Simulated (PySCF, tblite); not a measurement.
# C6H15OP: geometry, infrared bands and NMR shifts

Aim: predict the infrared bands and NMR shifts of C6H15OP (`CC(C)(C)CPCO`).

The runs use tblite 0.8.0 and PySCF 2.14.0, with density-fitted response routines of our own; the level of theory stands in each step. All values are computed, except where a source is named. Atoms count from 0, in the outputs and in this text.

### 1 The starting structure

23 atoms, charge 0, multiplicity 1; geometry from: force field or distance geometry start.

Bonds of the start (Å): C0–C1 1.53, C1–C2 1.55, C1–C3 1.54, C1–C4 1.56, C4–P5 1.86, P5–C6 1.84, C6–O7 1.43, C0–H8 1.10, C0–H9 1.09, C0–H10 1.09, C2–H11 1.11, C2–H12 1.10, C2–H13 1.09, C3–H14 1.10, C3–H15 1.11, C3–H16 1.09, C4–H17 1.10, C4–H18 1.10, P5–H19 1.41, C6–H20 1.09, C6–H21 1.10, O7–H22 0.97.

### 2 Optimising the geometry with GFN2-xTB

The job: settings as JSON, then the geometry in Å.

```
{"job": {"kind": "relax", "xc": "GFN2-xTB", "basis": "xTB"}, "charge": 0, "multiplicity": 1}
C     -1.302500    -0.852600    -1.356500
C     -1.095600     0.016500    -0.108600
C     -2.058500    -0.483900     0.994700
C     -1.434700     1.486900    -0.423000
C      0.345800    -0.138800     0.467400
P      1.724700     0.392700    -0.657000
C      3.156600    -0.187000     0.347100
O      3.391300     0.557700     1.542100
H     -2.357300    -0.832800    -1.665100
H     -1.045300    -1.896500    -1.165400
H     -0.722900    -0.495900    -2.207400
H     -3.112800    -0.403400     0.660700
H     -1.971600     0.111200     1.919400
H     -1.876500    -1.530400     1.243300
H     -2.491000     1.592600    -0.695900
H     -1.263300     2.122700     0.468700
H     -0.837500     1.873600    -1.242600
H      0.519700    -1.191000     0.732600
H      0.435400     0.449600     1.390900
H      1.683500    -0.690300    -1.553900
H      4.061100    -0.124100    -0.252300
H      3.022100    -1.236500     0.633500
H      3.224300     1.486600     1.303400
```

Launch:

```bash
> OMP_NUM_THREADS=1 python probes_run.py task.json out
```

The driver reads the jobs from task.json and runs them one after another.

**Question.** This job is followed by: GFN2-xTB harmonic vibrations, gas phase; GIAO PBE0/pcSseg-1 NMR shielding, non-relativistic, gas phase. What will the session give for the following? strongest single infrared mode (GFN2-xTB); zero-point energy (GFN2-xTB); 13C shifts against TMS (PBE0/pcSseg-1, means over atoms taken as alike); 1H shifts against TMS (PBE0/pcSseg-1, means over atoms taken as alike); 31P shifts against H3PO4 (PBE0/pcSseg-1); 17O shifts against H2O (PBE0/pcSseg-1).

The runs gave:

| quantity | value |
| --- | --- |
| strongest single infrared mode (GFN2-xTB) | 2252 cm⁻¹, 186 km/mol |
| zero-point energy (GFN2-xTB) | 124.4 kcal/mol |
| 13C shifts against TMS (PBE0/pcSseg-1, means over atoms taken as alike) | 65.1, 40.5, 32.2, 32.2 ppm |
| 1H shifts against TMS (PBE0/pcSseg-1, means over atoms taken as alike) | 4.51, 3.13, 1.89, 1.08, -0.35 ppm |
| 31P shifts against H3PO4 (PBE0/pcSseg-1) | -111.5 ppm |
| 17O shifts against H2O (PBE0/pcSseg-1) | 28.6 ppm |

What this shows: The optimisation took 89 steps and gained 0.174 eV; among the close pairs (by a distance rule), P5–C6 changed most, from 1.842 to 1.876 Å. No mode is imaginary among the 63: a minimum at this level. The strongest single mode, at 2252 cm⁻¹, moves mainly H19. Unscaled tight-binding wavenumbers are off by several per cent, some by more. Its intensities can rank the bands wrongly. C6 (sp3 CH2 bonded to O and P) lies farthest downfield among carbon, at 65.1 ppm; deshielded by the electronegative neighbour. H20, H21 (mean) (hydrogen on an sp3 CH2 bonded to O and P) lies farthest downfield among hydrogen, at 4.51 ppm; its carbon carries O, hence the downfield position. At PBE0/pcSseg-1: The widest tensor belongs to O7: span 143 ppm, with a paramagnetic part of -82 ppm.
